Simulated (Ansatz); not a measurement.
# H3NaSiTe: functionals against CCSD(T) at one geometry

One table from this session's results is given with a row withheld; the runs are named, their logs left out.

Method: single points in def2-TZVPP; program: Ansatz 0.2.0, Gaussian basis.

Correlated methods freeze the cores. Filled d shells of the heavier atoms are correlated. Core potentials replace the inner electrons past krypton, and spin-orbit coupling is left out. The outer core shell of Li, Na, Mg and K is correlated.

## Where the work starts

SMILES `[Na][SiH2][TeH]`, 6 atoms, charge 0, spin multiplicity 1.

Atoms are counted from 1 here; the program's logs count them from 0.

Bond lengths: Na1–Si2 2.710 Å, Si2–Te3 2.573 Å, Si2–H4 1.457 Å, Si2–H5 1.471 Å, Te3–H6 1.759 Å. Angles: Na1–Si2–Te3 98.5°, Na1–Si2–H4 122.5°, Na1–Si2–H5 128.5°, Te3–Si2–H4 100.2°, Te3–Si2–H5 101.6°, H4–Si2–H5 99.7°, Si2–Te3–H6 85.2°.

Coordinates:

```xyz
6
charge 0, multiplicity 1
Na   -2.3896    0.5794    0.4922
Si   -0.1477   -0.4957   -0.5864
Te    1.5467    0.3140    1.1729
H     0.1232   -1.9275   -0.5656
H     0.5312   -0.1319   -1.8400
H     0.5300    1.7461    1.2764
```

Set-up of the first run:

Contents of run/in.yaml:

```yaml
crystal:
  periodic: [false, false, false]
  atoms:
    - {symbol: Na, position_ang: [-2.389600, 0.579400, 0.492200]}
    - {symbol: Si, position_ang: [-0.147700, -0.495700, -0.586400]}
    - {symbol: Te, position_ang: [1.546700, 0.314000, 1.172900]}
    - {symbol: H, position_ang: [0.123200, -1.927500, -0.565600]}
    - {symbol: H, position_ang: [0.531200, -0.131900, -1.840000]}
    - {symbol: H, position_ang: [0.530000, 1.746100, 1.276400]}
basis:
  gaussian: {orbitals: def2-TZVPP}
correlation: {method: ccsd_t}
output: {forces: true}
```

The command line of these runs was not kept.

Steps of the session up to this table: CCSD(T)/def2-TZVPP; PBE0-D4/def2-TZVPP; wB97M-V/def2-TZVPP; r2SCAN-D4/def2-TZVPP; PBE-D4/def2-TZVPP; r2SCAN0-D4/def2-TZVPP; LC-wPBE/def2-TZVPP.

One of the session's tables, all rows but one given; the rest of the session is left out.

| method | RMS force component (eV/Å) | angle to CCSD(T) forces (°) | dipole (D) |
| --- | --- | --- | --- |
| CCSD(T) | 0.548 | reference | 8.76 |
| PBE0-D4 | 0.546 | 5.8 | 8.30 |
| wB97M-V | 0.548 | 5.3 | 8.57 |
| r2SCAN-D4 | 0.532 | 4.4 | 8.49 |
| PBE-D4 | 0.507 | 15.1 | 7.76 |
| r2SCAN0-D4 | 0.567 | 5.1 | 8.70 |
| LC-wPBE | ? | ? | ? |

Estimate the missing values for LC-wPBE.

The run gave: RMS force component (eV/Å): 0.610; angle to CCSD(T) forces (°): 10.6; dipole (D): 8.88. In the column «RMS force component (eV/Å)» it is the highest.
